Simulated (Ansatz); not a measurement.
# GeTe (SMILES [Ge][Te]) at 6 levels

Aim: a comparison of 6 runs (HF/STO-3G, B2PLYP/STO-3G, r2SCAN0/STO-3G, wB97X/STO-3G, MP2/STO-3G, UCCSD(T)/STO-3G) of GeTe. 

Program for the calculation: Ansatz 0.2.0.

73 further runs of the same task are left out: 41 that didn't finish, 32 set aside as unsound or not needed.

### Step 1. The structure to begin with

GeTe has 2 atoms, charge 0, and is taken as a singlet. As SMILES, `[Ge][Te]`. The Te2–Ge1 distance was set to 4.680 Å, away from the relaxed value.

### Step 2. The energy at HF/STO-3G (run 1)

File run.yaml:

```yaml
crystal:
  periodic: [false, false, false]
  atoms:
    - {symbol: Ge, position_ang: [0.000000, 0.000000, -2.340135]}
    - {symbol: Te, position_ang: [0.000000, 0.000000, 2.340165]}
basis:
  gaussian:
    orbitals: STO-3G
total_charge: 0
hamiltonian:
  xc: hf
accuracy: high
```

The run is started by

```
$ ansatz run run.yaml --threads 1 --pin off --max-ram 2610MiB --events-out events.jsonl --progress --plain --runs-dir runs
```

The program printed:

```text
Warning: RAYON_NUM_THREADS=1 ignored (pool sized by the plan → 1); use --threads N
Functional definition: HF
  name "HF"
  exchange = exact_x
  correlation = 0
495 factors; integrals over basis functions are off by at most 5.7e-9 eV
mean field evaluation 1: about -233962.6598 eV, gradient 5.9e0 eV
mean field evaluation 2: about -233962.6848 eV, gradient 5.9e0 eV
mean field evaluation 4: about -233859.7360 eV, gradient 2.3e1 eV
mean field evaluation 8: about -233979.9915 eV, gradient 1.4e0 eV
mean field evaluation 16: about -233979.9140 eV, gradient 1.9e0 eV
mean field evaluation 32: about -233979.8501 eV, gradient 1.9e0 eV
mean field evaluation 64: about -233979.8706 eV, gradient 1.5e-1 eV
mean field evaluation 96: about -233980.0200 eV, gradient 4.5e-9 eV
mean field -233980.01997577 eV, -8598.6071367558 hartree, gradient 4.5e-9 eV, S^2 0.000000; 4 other end points of the search recorded, 0 dependent functions left out
reference -233980.01997577 eV, -8598.6071367558 hartree; 42, 42 occupied and 3, 3 virtual orbitals, 495 factors
Total energy: -233980.01997577 eV, -8598.6071367558 hartree
```

Wall time 1.5 s (1 thread of Arm Neoverse V1, shared host); peak memory 0.096 GiB.

### Step 3. A single-point energy at B2PLYP/STO-3G (run 2)

File job.yaml:

```yaml
crystal:
  periodic: [false, false, false]
  atoms:
    - {symbol: Ge, position_ang: [0.000000, 0.000000, -2.340135]}
    - {symbol: Te, position_ang: [0.000000, 0.000000, 2.340165]}
basis:
  gaussian: {orbitals: STO-3G}
hamiltonian: {xc: {name: B2PLYP}}
correlation: {frozen_orbitals: {Ge: 9, Te: 18}}
accuracy: high
```

The run is started by

```
$ ansatz run job.yaml --threads 1 --pin off --max-ram 2610MiB --events-out events.jsonl --progress --plain --runs-dir runs
```

The program printed, cut to the lines that bear on the results:

```text
Warning: RAYON_NUM_THREADS=1 ignored (pool sized by the plan → 1); use --threads N
Functional definition: B2PLYP
  name "B2PLYP"
[...]
495 factors; integrals over basis functions are off by at most 5.7e-9 eV
[...]
mean field -234048.88922217 eV, -8601.1380348795 hartree, gradient 3.4e-9 eV, S^2 0.000000; 6 other end points of the search recorded, 0 dependent functions left out; unrestricted orbitals would lower it
27 core orbitals not correlated: weight in the atoms' cores, before any rotation towards them, 1.000 or more for the frozen orbitals, at most 0.000 for the correlated occupied ones
reference -234048.88924373 eV, -8601.1380356720 hartree; 15, 15 occupied and 3, 3 virtual orbitals, 495 factors
second order -1.63784157 eV of doubles, -0.00000000 eV of singles
Total energy: -234049.33146095 eV, -8601.1542868553 hartree
```

Run time: 7.5 s. Hardware: 1 thread of Arm Neoverse V1, shared host; peak memory 0.14 GiB.

Runs 3 to 5 aren't shown in full; the table further down has their settings and results.

### Step 4. A single-point energy at UCCSD(T)/STO-3G (run 6)

File input.yaml:

```yaml
crystal:
  periodic: [false, false, false]
  atoms:
    - {symbol: Ge, position_ang: [0.000000, 0.000000, -2.340135]}
    - {symbol: Te, position_ang: [0.000000, 0.000000, 2.340165]}
basis:
  gaussian: {orbitals: STO-3G}
magnetization: {spin_polarized: true, initial_magnetization: 0}
correlation: {method: ccsd_t, frozen_orbitals: {Ge: 9, Te: 18}}
accuracy: high
scf: {omitted_lower_state_checks: [cluster_reference, increment]}
```

The run is started by

```
$ ansatz run input.yaml --threads 1 --pin off --max-ram 2610MiB --events-out events.jsonl --progress --plain --runs-dir runs
```

The program printed:

```text
Warning: RAYON_NUM_THREADS=1 ignored (pool sized by the plan → 1); use --threads N
[... 19 lines left out ...]
27 core orbitals not correlated: weight in the atoms' cores, before any rotation towards them, 1.000 or more for the frozen orbitals, at most 0.000 for the correlated occupied ones
[... 167 lines left out ...]
Total energy: -233984.53297934 eV, -8598.7729865778 hartree
Checks for a lower state left out: cluster_reference, increment
```

It took 14 s on 1 thread of Arm Neoverse V1, shared host; peak memory 0.14 GiB.

### Step 5. All runs side by side

```tsv
run	level	frozen core orbitals	energy (Eh)	wall time
1	HF/STO-3G	–	-8598.607137	1.5 s
2	B2PLYP/STO-3G	27	-8601.154287	7.5 s
3	r2SCAN0/STO-3G	–	-8602.362963	55 s
4	wB97X/STO-3G	–	-8602.164174	38 s
5	MP2/STO-3G	27	-8598.634517	6 s
6	UCCSD(T)/STO-3G	27	-8598.772987	14 s
```

### Step 6. Results

| quantity | value |
| --- | --- |
| run 6: total energy | -8598.77299 Eh |
| run 6: correlation energy (27 core orbitals frozen) | -13.5 mEh |
| run 6: (T) correction | -0.01 mEh |
| run 6: ⟨S²⟩ of the reference determinant | 2.000 |
| run 6: T1 diagnostic | 0.001 |

Below the HF energy at the same shape and in the same basis (STO-3G): MP2 -27.4 mEh; UCCSD(T) -165.8 mEh. Some of these start from another determinant than that one, so these aren't their correlation energies. Totals of different functionals can't be ranked against each other. In runs 2, 5 the log says that unrestricted orbitals would lower the reference, so the values rest on an unstable closed-shell determinant (other closed-shell runs at this shape may share the fault). In runs 1, 2, 3, 4, 5, 6 the basis is minimal, so the values are rough. In runs 1, 2, 3, 4, 5 a closed-shell determinant meets a far-stretched bond, which it describes badly. In runs 1, 2, 3, 4, 5, 6 relativity is left out where basis or elements ask for it. Spin contamination of the reference: run 6 ⟨S²⟩ = 2.00. Where it is this large, the reference is a mixture of spin states, and values that rest on it are in doubt. All runs together took 2 min, the longest 55 s.
